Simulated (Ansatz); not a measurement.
# C₃H₈ClInO: one species, many methods

The task here is to estimate one member of a computed series from the others.

Computed with Ansatz 0.2.0, Gaussian basis. Level: functionals in def2-TZVPP, the program's frozen cores in correlated methods.

The runs, in order: PBE-D4, r2SCAN-D4, PBE0-D4, B3LYP-D4, ωB97X-V, ωB97M-V, B2PLYP; CCSD(T)/def2-TZVPP; MP2/def2-QZVPP; extrapolation to the limit.

## The geometry

An earlier PBE0-D4 in a triple-zeta def2 set relaxation fixed the geometry. In takes the def2 core potential; no spin-orbit term is included.

14 atoms, charge 0, spin multiplicity 1.

Atoms are counted from 1 here; the program's logs count them from 0.

Bond lengths: C1–C2 1.513 Å, C1–H7 1.095 Å, C1–H8 1.092 Å, C1–H9 1.094 Å, C2–O3 1.409 Å, C2–H10 1.099 Å, C2–H11 1.097 Å, O3–In4 1.972 Å, In4–C5 2.122 Å, In4–Cl6 2.345 Å, C5–H12 1.090 Å, C5–H13 1.090 Å, C5–H14 1.089 Å. Angles: C2–C1–H7 110.7°, C2–C1–H8 110.5°, C2–C1–H9 110.9°, H7–C1–H8 108.6°, H7–C1–H9 107.6°, H8–C1–H9 108.5°, C1–C2–O3 112.2°, C1–C2–H10 109.4°, C1–C2–H11 109.7°, O3–C2–H10 111.6°, O3–C2–H11 106.9°, H10–C2–H11 106.9°, C2–O3–In4 122.9°, O3–In4–C5 126.7°, O3–In4–Cl6 110.0°, C5–In4–Cl6 123.3°, In4–C5–H12 108.9°, In4–C5–H13 108.9° and more.

Set-up of the first run:

The input, in.yaml:

```yaml
crystal:
  periodic: [false, false, false]
  atoms:
    - {symbol: C, position_ang: [-2.141833, 0.855100, -0.603948]}
    - {symbol: C, position_ang: [-1.197486, -0.036911, -1.380537]}
    - {symbol: O, position_ang: [0.148873, 0.178139, -1.027000]}
    - {symbol: In, position_ang: [0.966022, -0.585079, 0.597605]}
    - {symbol: C, position_ang: [2.923844, -0.213679, 1.325452]}
    - {symbol: Cl, position_ang: [-0.533749, -2.063570, 1.629583]}
    - {symbol: H, position_ang: [-2.115298, 0.610199, 0.462562]}
    - {symbol: H, position_ang: [-1.865020, 1.904617, -0.727854]}
    - {symbol: H, position_ang: [-3.171757, 0.725466, -0.948073]}
    - {symbol: H, position_ang: [-1.489780, -1.086723, -1.240695]}
    - {symbol: H, position_ang: [-1.283869, 0.178370, -2.453129]}
    - {symbol: H, position_ang: [3.457291, -1.160462, 1.404280]}
    - {symbol: H, position_ang: [2.853603, 0.238123, 2.314603]}
    - {symbol: H, position_ang: [3.449158, 0.456409, 0.647142]}
basis:
  gaussian: {orbitals: def2-TZVPP}
hamiltonian: {xc: pbe, dispersion: d4}
output: {forces: true, orbitals: {seedname: orbitals}}
```

Command:

```console
ansatz run in.yaml --threads 2 --pin off --events-out ev --progress --plain --max-ram 22528MiB --backend cuda --devices 0, --max-vram 18GiB
```

Steps of the session up to this table: PBE-D4 (GGA); r2SCAN-D4 (meta-GGA); PBE0-D4 (hybrid); B3LYP-D4 (hybrid); ωB97X-V (range-separated); ωB97M-V (range-separated); B2PLYP (double hybrid); CCSD(T) in def2-TZVPP; MP2 in def2-QZVPP.

One table of the session follows, with a row left open; its other results are not shown here.

| method | atomisation energy (kJ/mol) |
| --- | --- |
| PBE-D4 | 5131.6 |
| r2SCAN-D4 | ? |
| PBE0-D4 | 5054.1 |
| B3LYP-D4 | 5022.4 |
| ωB97X-V | 5062.6 |
| ωB97M-V | 5060.1 |
| B2PLYP | 4982.9 |
| HF/def2-TZVPP | 3706.1 |
| MP2/def2-TZVPP | 5008.0 |
| CCSD/def2-TZVPP | 4863.5 |
| CCSD(T)/def2-TZVPP | 4938.7 |
| MP2/CBS | 5135.8 |
| CCSD(T)/CBS | 5066.4 |

Q: Estimate the row for r2SCAN-D4 from the others.

**Answer.** atomisation energy (kJ/mol): 5064.2. In the column «atomisation energy (kJ/mol)» it lies between ωB97X-V (5062.6) and CCSD(T)/CBS (5066.4).

Caveats from the session: Free atoms (3 C, 1 O, 1 In, 1 Cl, 8 H) were run apart at each level; the atomisation energy is their sum less the molecule, without zero-point or spin-orbit terms.
